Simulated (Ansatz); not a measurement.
NaLaMnMoO6 in Ansatz: the effect of functional

The system is NaLaMnMoO6.

```
Na La Mn Mo O
1.0
     0.00000    3.86259    3.86259
     3.86259    0.00000    3.86259
     3.86259    3.86259    0.00000
Na La Mn Mo O
1 1 1 1 6
Cartesian
  1.9313 1.9313 1.9313
  5.7939 5.7939 5.7939
  3.8626 3.8626 3.8626
  0.0000 0.0000 0.0000
  1.9574 3.8626 3.8626
  3.8626 3.8626 1.9574
  3.8626 1.9574 3.8626
  3.8626 5.7678 3.8626
  3.8626 3.8626 5.7678
  5.7678 3.8626 3.8626
```

The cell was built by a generator and needn't be a form met in nature.

Alike in all runs:

```yaml
Program: Ansatz 0.2.0
Task: single point
Potentials_or_basis: Ansatz PAW
k_mesh: 3 × 3 × 3
Occupations: fermi-dirac, width 0.05 eV
Spin: collinear spin, ferromagnetic start
Starting_moments: "[0.0, 0.0, 4.0, 1.0, 0.0, 0.0, 0.0, 0.0, 0.0, 0.0] μB"
```

```csv
functional,cutoff,pressure (GPa),largest force (eV/Å)
HSE03,420 eV (not typed: the program's choice for these potentials),-3.1,0.17
r2SCANh,500 eV (not typed: the program's choice for these potentials),-2.9,0.25
r2SCAN0,500 eV (not typed: the program's choice for these potentials),-4.6,0.41
PBE0,420 eV (not typed: the program's choice for these potentials),?,?
```

Question: What does the run with functional PBE0 give?

Answer: Pressure -3.4 GPa; largest force 0.23 eV/Å.

Caveats: all runs use coarse meshes; the magnetic or orbital state may not be the lowest; a cell with one magnetic atom can't hold antiferromagnetic order, which such compounds often take; the PAW data sets come from PBE, with cores solved anew for the run's functional, which leaves a small shift of forces and pressure; the starting moments weren't kept; the thresholds are loose for stress.
